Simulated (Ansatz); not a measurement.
An input for Ansatz 0.2.0 (NaLaMnMoO6):

File input.yaml:

```yaml
crystal:
  lattice:
    - [4.97775, -2.88146, 0.02055]
    - [4.97775, 2.88146, 0.02055]
    - [-3.06086, 0.0, 4.59785]
  atoms:
    - { symbol: Na, position: [0.99482, 0.99482, 0.49994] }
    - { symbol: La, position: [0.75307, 0.75307, 0.78825] }
    - { symbol: Mn, position: [0.25016, 0.25016, 0.19811], spin: 4.0 }
    - { symbol: Mo, position: [0.49867, 0.49867, 0.99722], spin: 1.0 }
    - { symbol: O, position: [0.30338, 0.30338, 0.61396] }
    - { symbol: O, position: [0.32902, 0.8285, 0.87649] }
    - { symbol: O, position: [0.19558, 0.6363, 0.15354] }
    - { symbol: O, position: [0.6363, 0.19558, 0.15354] }
    - { symbol: O, position: [0.8285, 0.32902, 0.87649] }
    - { symbol: O, position: [0.7105, 0.7105, 0.34246] }
hamiltonian:
  xc:
    exchange: r2scan
    correlation: r2scan
    exx: { coeff: inverse_dielectric }
  pseudopotentials: { kind: paw }
magnetization:
  spin_polarized: true
kpoints:
  mp_grid: { grid: [3, 3, 3] }
scf:
  occupations: { method: fermi_dirac, width: 0.05 }
output:
  forces: true
  stress: true
  eigenvalues: true
```

Potentials or basis: Ansatz PAW.

Run with:

```console
$ ansatz run input.yaml --threads 8 --pin off --max-ram 20480MiB --backend cpu --events-out ev --progress --plain --runs-dir out
```

What does the program do with it?

The run stopped without a result. It printed:

Output:

```text
Warning: output.stress: scf.convergence.dr2_threshold = 1e-7 eV (the SCF's general default) is looser than the 1e-9 eV advised for a printed stress (1e-10 eV for each atom of the cell: 10). What an SCF threshold leaves in a stress goes as its square root, and in the free energy as the threshold itself, and one threshold admits the most on a small cell: of the crystals measured, under no hybrid functional and no lock of the moments, on runs that ended without the residual-converged pass, on stresses that held no estimate of that error, the worst erred by over 100 MPa in a component at 1e-7 eV an atom and by under 5 at 1e-10. Set scf.convergence.dr2_threshold to 1e-9 eV or tighter. The threshold is an SCF's pass mark: one that does not reach it within its budget of iterations ends unconverged, or closes short of it on a stop that the run arms, and scf.convergence.dr2_threshold's page says what that costs each kind of run
Warning: output.stress: scf.exx.energy_threshold = 1e-6 eV is looser than the 1e-7 eV advised for a stress under a hybrid functional (1e-8 eV for each atom of the cell: 10). Every SCF of the exchange loop can meet its threshold on dr2 while the loop round them stops early: no threshold on dr2 bounds what that leaves in the stress. Set scf.exx.energy_threshold to 1e-7 eV or tighter. The threshold is the loop's pass mark: a loop that does not reach it within its budget of cycles ends unconverged, and scf.exx.energy_threshold's page has the law
Error: inconsistent input (hamiltonian.xc.exx): inverse_dielectric: a primitive cell of the crystal, on which the dielectric tensor is taken, has no even number of electrons, as an insulator without a net moment has; type the fraction
```
